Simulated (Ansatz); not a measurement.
# BClHSe−: an energy map over bond length Cl1–B2 and bond length B2–Se3

A grid of calculations on BClHSe, SMILES ClB[Se-], charge −1, to see where the energy is lowest and how it rises around there.

Computed with Ansatz 0.2.0. Level: RKS wB97X-V/def2-SVPD.

## Step 1: The starting structure

SMILES `ClB[Se-]`, 4 atoms, charge -1, spin multiplicity 1.

Atoms are counted from 1 here; the program's logs count them from 0.

Bond lengths: Cl1–B2 1.874 Å, B2–Se3 1.870 Å, B2–H4 1.222 Å. Angles: Cl1–B2–Se3 124.0°, Cl1–B2–H4 109.0°, Se3–B2–H4 127.0°.

As a file:

```xyz
4
charge -1, multiplicity 1
Cl    1.4568   -0.4898   -1.0850
B     0.0208   -0.0814    0.0472
Se   -1.0394    1.4499   -0.1188
H    -0.0920   -0.9663    0.8828
```

## Step 3: The grid

The axes are (1) bond length Cl1–B2: 13 values from 1.602 to 2.607 Å; (2) bond length B2–Se3: 13 values from 1.523 to 2.786 Å.

Nothing else is relaxed (all other coordinates rigid). Energies count from the relaxed molecule at the same level.

(The set-up runs are not shown.)

## Step 4: Point bond length Cl1–B2 = 1.853 Å, bond length B2–Se3 = 1.839 Å

Contents of input.yaml:

```yaml
crystal:
  periodic: [false, false, false]
  atoms:
    - { symbol: Cl, position_ang: [1.44839, -0.48661, -1.079039] }
    - { symbol: B, position_ang: [0.02832, -0.083306, 0.040941] }
    - { symbol: Se, position_ang: [-1.014188, 1.422818, -0.122431] }
    - { symbol: H, position_ang: [-0.084076, -0.961874, 0.871233] }
total_charge: -1
basis:
  gaussian: { orbitals: def2-SVPD }
hamiltonian:
  xc: { name: wB97X-V }
output:
  forces: true
```

Started as:

```console
> ansatz run input.yaml --threads 1 --pin off --max-ram 2560MiB --backend cpu --events-out ev --progress --plain --runs-dir out
```

Further runs follow: the other points that were computed.

Q: Predict the outcome of this session. Wanted: lowest point; highest computed point; largest force on an atom.

The runs gave:

| quantity | value |
| --- | --- |
| lowest point | bond length Cl1–B2 = 1.853 Å, bond length B2–Se3 = 1.839 Å, 0.5 kJ/mol |
| highest computed point | bond length Cl1–B2 = 2.607 Å, bond length B2–Se3 = 2.786 Å, 505 kJ/mol above the lowest |
| largest force on an atom (eV/Å) | 0.5 at bond length Cl1–B2 = 1.853 Å, bond length B2–Se3 = 1.839 Å to 19.6 at bond length Cl1–B2 = 1.602 Å, bond length B2–Se3 = 1.523 Å; 0.5 at the lowest point |
| time for the whole task | 55 min on 1 thread, shared host |

The lowest computed point is at bond length Cl1–B2 = 1.853 Å, bond length B2–Se3 = 1.839 Å, 0.5 kJ/mol from the relaxed molecule at the same level. No other kind of well shows on this grid. The highest computed point, bond length Cl1–B2 = 2.607 Å, bond length B2–Se3 = 2.786 Å, lies 505 kJ/mol above the lowest. Round the minimum the valley is somewhat tilted: raising bond length Cl1–B2 shifts the best value of bond length B2–Se3 downwards (coupling k₁₂/√(k₁₁k₂₂) about 0.1).
